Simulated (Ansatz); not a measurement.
## K2CuSbBr6, space group Fm-3m: a single point from a YAML input

Program: Ansatz's Python interface.

The script reads `k2cusbbr6.yaml`:
```yaml
crystal:
  lattice:
    - [0.0, 5.466871, 5.466871]
    - [5.466871, 0.0, 5.466871]
    - [5.466871, 5.466871, 0.0]
  atoms:
    - { symbol: K, position: [0.25, 0.25, 0.25] }
    - { symbol: K, position: [0.75, 0.75, 0.75] }
    - { symbol: Cu, position: [0.0, 0.0, 0.0] }
    - { symbol: Sb, position: [0.5, 0.5, 0.5] }
    - { symbol: Br, position: [0.241608, 0.758392, 0.758392] }
    - { symbol: Br, position: [0.758392, 0.758392, 0.241608] }
    - { symbol: Br, position: [0.758392, 0.241608, 0.241608] }
    - { symbol: Br, position: [0.758392, 0.241608, 0.758392] }
    - { symbol: Br, position: [0.241608, 0.758392, 0.241608] }
    - { symbol: Br, position: [0.241608, 0.241608, 0.758392] }
kpoints:
  mp_grid: { kspacing: 0.4 }
hamiltonian:
  xc: lda
scf:
  occupations: { method: fixed }
basis:
  ecutwfc: 510
output:
  forces: true
```

`yaml_run_k2cusbbr6.py`:
```python
import json

import ansatz

planned = ansatz.Session.from_deck('k2cusbbr6.yaml').plan(threads=1, pin='off')
outcome = planned.execute()
data = outcome.report

n_atoms = len(data['lattice']['sites'])
print('F =', round(data['free_energy_ev'], 4), 'eV for', n_atoms, 'atoms')
print('E(sigma -> 0) =', round(data['energy_sigma0_ev'], 4), 'eV, TS =', round(data['entropy_ts_ev'], 5), 'eV')
print('closed by', data['closed_by'], 'after', data['n_iterations'], 'iterations')

print('forces (eV/A)')
for site, force in zip(outcome.lattice.sites, data['forces_ev_ang']):
    print(f'  {site.symbol:2s} {force[0]:9.4f} {force[1]:9.4f} {force[2]:9.4f}')

keep = ['free_energy_ev', 'energy_sigma0_ev', 'fermi_energy_ev', 'n_iterations', 'converged', 'magnetization_mub', 'n_kpoints']
with open('k2cusbbr6.json', 'w') as handle:
    json.dump({key: data[key] for key in keep}, handle, indent=1)
```

Output of `python yaml_run_k2cusbbr6.py`:
```text
F = -32056.3021 eV for 10 atoms
E(sigma -> 0) = -32056.3021 eV, TS = 0.0 eV
closed by deck_thresholds after 9 iterations
forces (eV/A)
  K     0.0000    0.0000   -0.0000
  K    -0.0000    0.0000   -0.0000
  Cu   -0.0000    0.0000    0.0000
  Sb    0.0000    0.0000    0.0000
  Br    0.0940   -0.0000   -0.0000
  Br    0.0000   -0.0000    0.0940
  Br   -0.0940    0.0000   -0.0000
  Br    0.0000    0.0940    0.0000
  Br   -0.0000   -0.0940    0.0000
  Br    0.0000   -0.0000   -0.0940
```

File `k2cusbbr6.json` afterwards:
```json
{
 "free_energy_ev": -32056.302132296154,
 "energy_sigma0_ev": -32056.302132296154,
 "fermi_energy_ev": 3.3993801114152022,
 "n_iterations": 9,
 "converged": true,
 "magnetization_mub": 0.0,
 "n_kpoints": 4
}
```

What to keep in mind:
- Total energies depend on the potentials; only differences at equal settings carry meaning. A total without «per atom» is that of the cell as typed.
- Spin is left out of this run.
- Without a Hubbard U or exact exchange, semilocal functionals often make such 3d compounds metallic or too weakly gapped.
- The structure comes from a database of computed cells and needn't be a stable or known phase.
- The whole script took 5.5 s on 1 thread of Arm Neoverse V2, on a shared host, peak memory 0.64 GiB.

(Lines on the test bed's own set-up are left out of the output.)
